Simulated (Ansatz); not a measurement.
# HgPtSeF3: the cost of one run

Computed with Ansatz 0.2.0 (DFT PBE, scalar-relativistic, plane waves, PAW, unless a step names another level, unless a step's input says otherwise).

8 further runs of the same task are left out: 4 that didn't finish, 4 set aside as unsound or not needed.

### Step 1. The system as given

It takes space group Cmm2 (No. 35, orthorhombic). The conventional cell has a = 5.736 Å, b = 5.751 Å, c = 7.311 Å, α = 90.00°, β = 90.00°, γ = 90.00°. Around Hg (site symmetry mm2) lie 4 Pt at 2.87 to 2.88 Å. Around Pt (site symmetry mm2) lie 1 F at 1.98 Å and 1 Se at 2.27 Å. Around Se (site symmetry mm2) lie 4 F at 2.06 Å and 1 Pt at 2.27 Å. Around F (site symmetry 2) lie 2 Se at 2.06 Å. F (site symmetry mm2) has 1 Pt at 1.98 Å as nearest neighbours.

Coordinates:

```cif
data_structure
_symmetry_space_group_name_H-M 'P 1'
_symmetry_Int_Tables_number 1
_cell_length_a 4.0612
_cell_length_b 4.0612
_cell_length_c 7.3108
_cell_angle_alpha 90.000
_cell_angle_beta 90.000
_cell_angle_gamma 90.142
_cell_volume 120.58
loop_
_atom_site_label
_atom_site_type_symbol
_atom_site_fract_x
_atom_site_fract_y
_atom_site_fract_z
_atom_site_occupancy
Hg1 Hg 0.50000 0.50000 0.69422 1
Pt1 Pt 0.00000 0.00000 0.71570 1
Se1 Se 0.00000 0.00000 0.02574 1
F1 F 0.00000 0.50000 0.07370 1
F2 F 0.50000 0.00000 0.07370 1
F3 F 0.00000 0.00000 0.44514 1
```

It came out lowest among 27 distinct ends of the trial cells. At a tolerance of 0.05 Å it has space group P4mm (No. 99).

### Step 2. Tight relaxation for the response runs, on the response runs' mesh and smearing

input.yaml reads:

```yaml
crystal:
  lattice:
    - [2.8681617027, -2.875256263, 0.0]
    - [2.8681617027, 2.875256263, 0.0]
    - [0.0, 0.0, 7.3108443258]
  atoms:
    - { symbol: Hg, position: [0.5, 0.5, 0.6942202315] }
    - { symbol: Pt, position: [0.0, 0.0, 0.7157000799] }
    - { symbol: Se, position: [0.0, 0.0, 0.0257363607] }
    - { symbol: F, position: [0.0, 0.5, 0.0736963627] }
    - { symbol: F, position: [0.5, 0.0, 0.0736963627] }
    - { symbol: F, position: [0.0, 0.0, 0.4451374925] }
basis:
  ecutwfc: 420
kpoints:
  mp_grid: { grid: [8, 8, 4] }
hamiltonian:
  xc: pbe
scf:
  occupations: { method: gaussian, width: 0.1 }
output:
  forces: true
  stress: true
  eigenvalues: true
relax:
  adjacent_minimum: "off"
  f_tol: 0.001
  max_steps: 60
  cell: { stress_tol: 0.01 }
```

On the command line:

```
ansatz run input.yaml --threads 3 --pin off --max-ram 7680MiB --backend cpu --events-out ev --progress --plain --runs-dir out
```

What time and memory should one allow on 3 threads of Arm Neoverse V1, shared host?

About 1.7 min, with a peak of 0.61 GiB.
